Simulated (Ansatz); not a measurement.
**Cl₃GaH₂O: how energies converge with the basis set**

One table from this session's results is given with a row withheld; the runs are named, their logs left out.

Computed with Ansatz 0.2.0, Gaussian basis. Level: one geometry, several basis sets.

The runs, in order: PBE0-D4/def2-SVP; ωB97M-V/def2-SVP; PBE0-D4/def2-QZVPP; ωB97M-V/def2-QZVPP; the functionals' def2-TZVPP values are taken from earlier runs.

## The geometry

The geometry comes from an earlier relaxation with PBE0-D4 in a triple-zeta def2 set; it is a stationary point, not always the lowest conformer.

7 atoms, charge 0, spin multiplicity 1.

Atoms are counted from 1 here; the program's logs count them from 0.

Bond lengths: O1–Ga2 2.077 Å, O1–H6 0.967 Å, O1–H7 0.967 Å, Ga2–Cl3 2.129 Å, Ga2–Cl4 2.152 Å, Ga2–Cl5 2.152 Å. Angles: Ga2–O1–H6 108.7°, Ga2–O1–H7 108.7°, H6–O1–H7 107.7°, O1–Ga2–Cl3 104.4°, O1–Ga2–Cl4 95.4°, O1–Ga2–Cl5 95.4°, Cl3–Ga2–Cl4 118.1°, Cl3–Ga2–Cl5 118.1°, Cl4–Ga2–Cl5 117.4°.

Set-up of the first run:

File in.yaml:

```yaml
crystal:
  periodic: [false, false, false]
  atoms:
    - {symbol: O, position_ang: [-0.635770, 0.529887, 0.907933]}
    - {symbol: Ga, position_ang: [0.528858, -0.539090, -0.439477]}
    - {symbol: Cl, position_ang: [1.439776, -2.062103, 0.737217]}
    - {symbol: Cl, position_ang: [-1.104862, -1.093183, -1.725411]}
    - {symbol: Cl, position_ang: [1.737269, 1.137296, -1.038784]}
    - {symbol: H, position_ang: [-1.555145, 0.506167, 0.610644]}
    - {symbol: H, position_ang: [-0.348825, 1.452826, 0.902278]}
basis:
  gaussian: {orbitals: def2-SVP}
hamiltonian: {xc: pbe0, dispersion: d4}
output: {orbitals: {seedname: orbitals}}
```

Among the steps run: PBE0-D4 in def2-SVP; ωB97M-V in def2-SVP; PBE0-D4 in def2-QZVPP; ωB97M-V in def2-QZVPP.

One of the session's tables, all rows but one given; the rest of the session is left out.

It belongs to the step «Functionals by basis». 

| functional | basis | HOMO (eV) |
| --- | --- | --- |
| PBE0-D4 | def2-SVP | ? |
| PBE0-D4 | def2-TZVPP | -8.86 |
| PBE0-D4 | def2-QZVPP | -8.91 |
| ωB97M-V | def2-SVP | -10.86 |
| ωB97M-V | def2-TZVPP | -11.13 |
| ωB97M-V | def2-QZVPP | -11.20 |

Estimate the missing values for PBE0-D4, def2-SVP.

As computed: HOMO (eV): -8.66. In the column «HOMO (eV)» it is the highest.
